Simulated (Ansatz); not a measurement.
# BrF5H2OW: the cost of one run

Program: Ansatz 0.2.0. Level of theory: RKS PBE/def2-SVP. These are calculated values, not measurements.

**1. The starting structure**

Bond lengths: W1–O2 2.290 Å, O2–H3 1.010 Å, W1–F4 1.850 Å, W1–F5 1.850 Å, W1–F6 1.850 Å, W1–F7 1.850 Å, W1–F8 1.850 Å, W1–Br9 2.870 Å, F5–Br9 2.095 Å. Angles (14 of 24 angles, heavy atoms first): O2–W1–F4 90.0°, O2–W1–F5 90.0°, O2–W1–F6 90.0°, O2–W1–F7 90.0°, O2–W1–F8 180.0°, O2–W1–Br9 71.6°, F4–W1–F5 90.0°, F4–W1–F6 180.0°, F4–W1–F7 90.0°, F4–W1–F8 90.0°, F4–W1–Br9 48.9°, F5–W1–F6 90.0°, F5–W1–F7 180.0°, F5–W1–F8 90.0°.

Coordinates:

```xyz
10

W     0.0000    0.0000    0.0000
O     0.0000    0.0000    2.2900
H    -0.9095   -0.2814    2.6271
F     1.8500    0.0000    0.0000
F     0.0000    1.8500    0.0000
F    -1.8500    0.0000    0.0000
F     0.0000   -1.8500    0.0000
F     0.0000    0.0000   -1.8500
Br    1.8861    1.9648    0.9050
H     0.9076    0.9455    2.1267
```

**2. A restrained relaxation towards end A**

Springs on the bonds that form and break draw the guess towards this end; the thresholds are loose.

The input, input.yaml:

```yaml
crystal:
  periodic: [false, false, false]
  atoms:
    - { symbol: W, position_ang: [0.0, 0.0, 0.0] }
    - { symbol: O, position_ang: [0.0, 0.0, 2.29] }
    - { symbol: H, position_ang: [-0.9095, -0.2814, 2.6271] }
    - { symbol: F, position_ang: [1.85, 0.0, 0.0] }
    - { symbol: F, position_ang: [0.0, 1.85, 0.0] }
    - { symbol: F, position_ang: [-1.85, 0.0, 0.0] }
    - { symbol: F, position_ang: [0.0, -1.85, 0.0] }
    - { symbol: F, position_ang: [0.0, 0.0, -1.85] }
    - { symbol: Br, position_ang: [1.8861, 1.9648, 0.905] }
    - { symbol: H, position_ang: [0.9076, 0.9455, 2.1267] }
basis:
  gaussian: { orbitals: def2-SVP }
hamiltonian:
  xc: pbe
relax:
  f_tol: 0.15
  max_steps: 25
  restrain:
    - { distance: [0, 8], at: 3.77, k: 30.0 }
    - { distance: [9, 1], at: 2.21, k: 30.0 }
    - { distance: [0, 1], at: 1.94, k: 30.0 }
    - { distance: [9, 8], at: 1.55, k: 30.0 }
```

Launch:

```console
ansatz run input.yaml --threads 4 --pin off --max-ram 5120MiB --backend cpu --events-out ev --progress --plain --runs-dir out
```

**Question.** How long does this run take on 4 threads of Arm Neoverse V2, shared host, and how much memory does it need?

About 34 s, with a peak of 0.27 GiB.
